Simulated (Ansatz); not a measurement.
# BeSO: the cost of one run

Method: DFT PBE, scalar-relativistic, plane waves, PAW, in Ansatz 0.2.0.

### Step 1. The structure to begin with

The structure is hexagonal, space group P6/mmm (No. 191). The conventional cell has a = 5.018 Å, b = 5.018 Å, c = 4.232 Å, α = 90.00°, β = 90.00°, γ = 120.00°. Be (site symmetry 6mm) has 1 Be at 1.55 Å as nearest neighbours. S (site symmetry -6m2) has 2 O at 2.12 Å as nearest neighbours. Around O (site symmetry -6m2) lie 2 S at 2.12 Å.

As a file:

```cif
data_structure
_symmetry_space_group_name_H-M 'P6/mmm'
_symmetry_Int_Tables_number 191
_cell_length_a 5.0175
_cell_length_b 5.0175
_cell_length_c 4.2317
_cell_angle_alpha 90.000
_cell_angle_beta 90.000
_cell_angle_gamma 120.000
_cell_volume 92.26
loop_
_atom_site_label
_atom_site_type_symbol
_atom_site_symmetry_multiplicity
_atom_site_Wyckoff_symbol
_atom_site_fract_x
_atom_site_fract_y
_atom_site_fract_z
_atom_site_occupancy
Be1 Be 2 e 0.00000 0.00000 0.81657 1
S1 S 2 c 0.33333 0.66667 0.00000 1
O1 O 2 d 0.33333 0.66667 0.50000 1
```

Recipe of the guess: random cell by space group and Wyckoff sites (P6/mmm, No. 191). Its size is a rough estimate.

### Step 2. The guess as it stands, on a coarse mesh

File input.yaml:

```yaml
crystal:
  lattice:
    - [5.01752556, 0.0, 0.0]
    - [-2.50876278, 4.3453046, 0.0]
    - [0.0, 0.0, 4.23170128]
  atoms:
    - { symbol: Be, position: [0.0, 0.0, 0.81656506] }
    - { symbol: Be, position: [0.0, 0.0, 0.18343494] }
    - { symbol: S, position: [0.33333333, 0.66666667, 0.0] }
    - { symbol: S, position: [0.66666667, 0.33333333, 0.0] }
    - { symbol: O, position: [0.33333333, 0.66666667, 0.5] }
    - { symbol: O, position: [0.66666667, 0.33333333, 0.5] }
basis:
  ecutwfc: 420
kpoints:
  mp_grid: { grid: [6, 6, 4] }
hamiltonian:
  xc: pbe
scf:
  occupations: { method: gaussian, width: 0.1 }
  lower_state_search: "off"
output:
  forces: true
  stress: true
  eigenvalues: true
```

Launch:

```sh
ansatz run input.yaml --threads 1 --pin off --max-ram 2560MiB --backend cpu --events-out ev --progress --plain --runs-dir out
```

**Question.** How long does this run take on 1 thread of Arm Neoverse V2, shared host, and how much memory does it need?

About 2.2 s, with a peak of 0.33 GiB.
